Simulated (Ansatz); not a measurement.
**CH7BSi2 (SMILES CB1[SiH2][SiH2]1) at RPA@PBE0/6-31G(d) (spherical functions)**

What is the vertical singlet–triplet gap of CH7BSi2 at RPA@PBE0/6-31G* (spherical functions)? 

The results are computed with Ansatz 0.2.0.

75 further runs of the same task are left out: 75 set aside as unsound or not needed.

### 1 The molecule

CH7BSi2 has 11 atoms, charge 0, and is taken as a singlet. As SMILES, `CB1[SiH2][SiH2]1`. Geometry: relaxed at PBE0-D4/def2-TZVP.

Bond lengths: C1–B2 1.566 Å, B2–Si3 1.907 Å, B2–Si4 1.907 Å, C1–H5 1.092 Å, C1–H6 1.099 Å, C1–H7 1.092 Å, Si3–H8 1.482 Å, Si3–H9 1.489 Å, Si4–H10 1.489 Å, Si4–H11 1.482 Å. Some angles: C1–B2–Si3 130.2°, C1–B2–Si4 130.2°, Si3–B2–Si4 83.2°, B2–C1–H5 114.1°, B2–C1–H6 106.3°, B2–C1–H7 114.1°, B2–Si3–H8 124.3°, B2–Si3–H9 125.0°, B2–Si4–H10 124.9°, B2–Si4–H11 124.3°. A long bond or contact: Si3–Si4 2.531 Å.

### 2 A single-point energy at RPA@PBE0/6-31G(d) (spherical functions)

Input file in.yaml:

```yaml
crystal:
  periodic: [false, false, false]
  atoms:
    - {symbol: C, position_ang: [-0.263900, 1.793500, 0.099500]}
    - {symbol: B, position_ang: [-0.450600, 0.243000, -0.016600]}
    - {symbol: Si, position_ang: [0.018800, -1.148600, 1.199400]}
    - {symbol: Si, position_ang: [0.210300, -0.982900, -1.318800]}
    - {symbol: H, position_ang: [0.165600, 2.121800, 1.048800]}
    - {symbol: H, position_ang: [-1.271300, 2.229100, 0.051100]}
    - {symbol: H, position_ang: [0.301000, 2.238000, -0.723000]}
    - {symbol: H, position_ang: [-0.479200, -2.541300, 1.107000]}
    - {symbol: H, position_ang: [0.876900, -0.975400, 2.403900]}
    - {symbol: H, position_ang: [1.239000, -0.662800, -2.346600]}
    - {symbol: H, position_ang: [-0.281200, -2.371200, -1.484200]}
basis:
  gaussian: {orbitals: 6-31G_st_-spherical.json}
hamiltonian: {xc: {name: PBE0}}
correlation: {method: rpa, frozen_orbitals: {B: 1, C: 1, H: 0, Si: 5}}
accuracy: high
```

The basis set 6-31G* is read from a file made from the Basis Set Exchange's data (not shown).

Launch:

```sh
$ ansatz run in.yaml --threads 1 --pin off --max-ram 3480MiB --events-out events.jsonl --progress --plain --runs-dir runs
```

The program printed:

```text
Warning: RAYON_NUM_THREADS=1 ignored (pool sized by the plan → 1); use --threads N
Functional definition: PBE0
  name "PBE0"
  parameter a = 0.25
  parameter kappa = 0.804
  parameter beta = 0.06672455060314922
  exchange = (1 - a)*pbe_x(kappa = kappa, mu = beta*pi^2/3) + a*exact_x
  correlation = pbe_c(beta = beta)
1867 factors; integrals over basis functions are off by at most 3.4e-9 eV
mean field evaluation 1: about -17565.9353 eV, gradient 4.0e1 eV
mean field evaluation 2: about -17566.2134 eV, gradient 4.0e1 eV
mean field evaluation 4: about -17570.4499 eV, gradient 5.6e0 eV
mean field evaluation 8: about -17570.5737 eV, gradient 3.8e-1 eV
mean field evaluation 16: about -17570.5743 eV, gradient 4.4e-5 eV
mean field -17570.57430308 eV, -645.7066958753 hartree, gradient 8.9e-8 eV, S^2 0.000000; 0 other end points of the search recorded, 0 dependent functions left out
12 core orbitals not correlated: weight in the atoms' cores, before any rotation towards them, 1.000 or more for the frozen orbitals, at most 0.000 for the correlated occupied ones
reference -17533.45944341 eV, -644.3427499396 hartree; 11, 11 occupied and 55, 55 virtual orbitals, 1867 factors
Total energy: -17550.15202471 eV, -644.9561909879 hartree
```

It took 14 s on 1 thread of Arm Neoverse V1, shared host; peak memory 0.28 GiB.

### 3 The triplet

Changes to in.yaml since step 2:

```diff
@@ -16,4 +16,5 @@
   gaussian: {orbitals: 6-31G_st_-spherical.json}
-hamiltonian: {xc: {name: PBE0}}
+accuracy: high
 correlation: {method: rpa, frozen_orbitals: {B: 1, C: 1, H: 0, Si: 5}}
-accuracy: high
+hamiltonian: {xc: pbe0}
+magnetization: {spin_polarized: true, initial_magnetization: 2}
```

The basis set 6-31G* is read from a file made from the Basis Set Exchange's data (not shown).

Launch:

```sh
$ ansatz run in.yaml --threads 1 --pin off --max-ram 3480MiB --events-out events.jsonl --progress --plain --runs-dir runs
```

The program printed, cut to the lines that bear on the results:

```text
Warning: RAYON_NUM_THREADS=1 ignored (pool sized by the plan → 1); use --threads N
[... 2 set-up lines as earlier in the session ...]
[...]
1868 factors; integrals over basis functions are off by at most 3.4e-9 eV
[...]
mean field -17567.76996844 eV, -645.6036384780 hartree, gradient 6.2e-8 eV, S^2 2.009063; 7 other end points of the search recorded, 0 dependent functions left out
12 core orbitals not correlated: weight in the atoms' cores, before any rotation towards them, 1.000 or more for the frozen orbitals, at most 0.000 for the correlated occupied ones
reference -17530.93518316 eV, -644.2499850866 hartree; 12, 10 occupied and 54, 56 virtual orbitals, 1868 factors
Total energy: -17547.16979112 eV, -644.8465959250 hartree
```

Run time: 57 s. Hardware: 1 thread of Arm Neoverse V1, shared host; peak memory 0.42 GiB.

### 4 Outcome

At RPA@PBE0/6-31G* (spherical functions), 12 core orbitals frozen:

| quantity | value |
| --- | --- |
| singlet: total energy | -644.95619 Eh |
| singlet: RPA correlation energy (valence) | -613.4 mEh |
| triplet: total energy | -644.84660 Eh |
| triplet: RPA correlation energy (valence) | -596.6 mEh |
| triplet: ⟨S²⟩ of the reference determinant | 2.009 |
| vertical energy of the triplet above the singlet | 2.982 eV |

In words: At this shape the triplet lies 2.98 eV (69 kcal/mol) above the singlet.
